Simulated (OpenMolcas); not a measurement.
# Ar⁺: CASSCF and CASPT2 terms and fine-structure levels

Wanted: the level scheme of Ar⁺ from active-space wave functions, then second-order correlation under several settings.

Program: OpenMolcas 26.06. Level of theory: state-averaged CASSCF and CASPT2, spin-orbit coupling by RASSI with atomic mean-field integrals. These are calculated values, not measurements, unless marked.

## Step 1: The atom as given

```
Species                           : Ar⁺ (argon, Z = 18, 17 electrons)
Basis                             : ANO-L-VQZP [6s5p3d2f], 50 functions
Scalar Hamiltonian                : non-relativistic, point nucleus
Inactive shells                   : 1s 2s 2p
Active space                      : 7 electrons in 8 orbitals (3s 3p 4s 4p)
Some configurations of this space : 3s 3p⁶, 3s² 3p⁵
Orbitals                          : optimised for the ground-state spin in each parity, averaged over the low roots
```

Outer shells as boxes (Hund's rule):

3s 3p6
```
3s [↑ ]
3p [↑↓][↑↓][↑↓]
```

3s2 3p5
```
3s [↑↓]
3p [↑↓][↑↓][↑ ]
```

The work runs as a chain of OpenMolcas steps in one folder; each step below is one input file. Labels, J, g values, rates, χT and fits are worked out afterwards by a script from the matrices that RASSI stores.

## Step 2: Basis and integrals

File a.inp:

```
&GATEWAY
Coord
1

Ar 0.0 0.0 0.0
Basis=ANO-L-VQZP
Group=XYZ
NoMove
AngMom=0.0 0.0 0.0
AMFI
&SEWARD
```

Started as:

```
> OMP_NUM_THREADS=1 MOLCAS_MEM=2252 MOLCAS_PROJECT=a pymolcas a.inp > a.log
```

## Step 3: A small preliminary run for start orbitals

File a.inp:

```
&RASSCF
FileOrb=start.orb
Symmetry=2
Spin=2
nActEl=7 0 0
Inactive=2 3
Ras2=1 3
CIRoot=3 3 1
SDav=3
CIMx=300
Iter=120 100
PrWF=0.3
OrbListing=Nothing
MaxOrb=0
Atom
>>> COPY $Project.JobIph JOBPRE
```

## Step 4: CASSCF: doublets of odd parity, 3 roots

File a.inp:

```
&RASSCF
FileOrb=start.orb
Symmetry=2
Spin=2
nActEl=7 0 0
Inactive=2 3
Ras2=2 6
CIRoot=3 3 1
SDav=1204
CIMx=300
Iter=120 100
PrWF=0.3
OrbListing=Nothing
MaxOrb=0
Atom
>>> COPY $Project.JobIph JOB001
```

## Step 5: Reference wave functions, doublets of even parity, 1 root

File a.inp:

```
&RASSCF
FileOrb=start.orb
Symmetry=1
Spin=2
nActEl=7 0 0
Inactive=2 3
Ras2=2 6
CIRoot=1 1 1
SDav=1148
CIMx=300
Iter=120 100
PrWF=0.3
OrbListing=Nothing
MaxOrb=0
Atom
>>> COPY $Project.JobIph JOB002
```

## Step 6: RASSI: spin-orbit coupling between the states

File a.inp:

```
&RASSI
NrOfJobIphs=2 3 1
1 2 3
1
IphNames
JOB001
JOB002
EJob
SpinOrbit
DIPRint=1.0
SOCoupling=1000.0
Subsets=2
MEES
Property=10
'ANGMOM' 1 'ANGMOM' 2 'ANGMOM' 3 'MLTPL  1' 1 'MLTPL  1' 2 'MLTPL  1' 3
'AMFI' 1 'AMFI' 2 'AMFI' 3 'MLTPL  2' 6
SOProperty=3
'ANGMOM' 1 'ANGMOM' 2 'ANGMOM' 3
```

## Step 7: CASPT2: IPEA 0.15, sigma2 regulariser 0.4 (closed shells correlated: 2s 2p)

File a.inp:

```
>>> COPY JOB001 $Project.JobIph
&CASPT2
Multistate=3 1 2 3
Frozen=1 0
IPEA=0.15
Sig2=0.4
MaxIter=60
WThr=0.0 0.3 0.05
PrWF=0.5
NoMix
>>> COPY JOB002 $Project.JobIph
&CASPT2
Multistate=1 1
Frozen=1 0
IPEA=0.15
Sig2=0.4
MaxIter=60
WThr=0.0 0.3 0.05
PrWF=0.5
NoMix
```

## Step 8: CASPT2: IPEA 0.3, real shift 0.1 (closed shells correlated: 2s 2p), extended multistate

File a.inp:

```
>>> COPY JOB001 $Project.JobIph
&CASPT2
XMultistate=3 1 2 3
Frozen=1 0
IPEA=0.3
Shift=0.1
MaxIter=60
WThr=0.0 0.3 0.05
PrWF=0.5
NoMix
>>> COPY JOB002 $Project.JobIph
&CASPT2
Multistate=1 1
Frozen=1 0
IPEA=0.3
Shift=0.1
MaxIter=60
WThr=0.0 0.3 0.05
PrWF=0.5
NoMix
```

## Step 9: CASPT2: IPEA 0.1, imaginary shift 0.2 (closed shells correlated: 2s 2p)

File a.inp:

```
>>> COPY JOB001 $Project.JobIph
&CASPT2
Multistate=3 1 2 3
NoMult
Frozen=1 0
IPEA=0.1
Imaginary=0.2
MaxIter=60
WThr=0.0 0.3 0.05
PrWF=0.5
NoMix
>>> COPY JOB002 $Project.JobIph
&CASPT2
Multistate=1 1
Frozen=1 0
IPEA=0.1
Imaginary=0.2
MaxIter=60
WThr=0.0 0.3 0.05
PrWF=0.5
NoMix
```

(Steps that only read results are left out.)

Q: Predict the outcome of this session. Wanted: lowest level; first excited level; lowest level of another term; spin-orbit lowering of the lowest level; strongest of the lines computed, by gA, at CASSCF energies.

**Answer**, as computed:

```
                                                  quantity                                                                           value
                                                    method  SS-CASPT2, IPEA 0.15, sigma2 regulariser 0.4 (closed shells correlated: 2s 2p)
                                              lowest level                                  3s² 3p⁵ ²P°_3/2, 100 % of that term, g = 1.334
                               ground level listed by NIST                                                                          2P°3/2
                                       first excited level                                                    3s² 3p⁵ ²P°_1/2 at 1368 cm⁻¹
                              lowest level of another term                                                    3s 3p⁶ ²S_1/2 at 122710 cm⁻¹
                   spin-orbit lowering of the lowest level                                                                        456 cm⁻¹
strongest of the lines computed, by gA, at CASSCF energies                     3s 3p⁶ ²S_1/2 → 3s² 3p⁵ ²P°_3/2, 67.92 nm, A = 9.35e+09 s⁻¹
```

Cost and accuracy by method:

```tsv
method	time of its own steps	time with the reference	mean absolute difference from the measured levels (cm-1)
A. CASSCF	48 s	48 s	19000
B. SS-CASPT2, IPEA 0.15, sigma2 regulariser 0.4, +2s 2p	2.5 s	50 s	7000
C. XMS-CASPT2, IPEA 0.3, real shift 0.1, +2s 2p	2.3 s	50 s	8300
D. SS-CASPT2, IPEA 0.1, imaginary shift 0.2, +2s 2p	2.3 s	50 s	6800
```

Times are of one thread on a shared host.

**Reading.** The multiplet ²P° is inverted. Method D lies closest to the measured levels (6800 cm⁻¹ on average) and A farthest (19000). Only the configurations of the active space and the roots asked for are present. Not all states of the active space went into the spin-orbit step. Reference weights range from 0.85 to 0.95, which points to intruder states or a small active space for some roots. The levels of the extra active shells were not computed. Only valence configurations of the active space appear, up to the ionisation limit; * or ° marks odd parity.
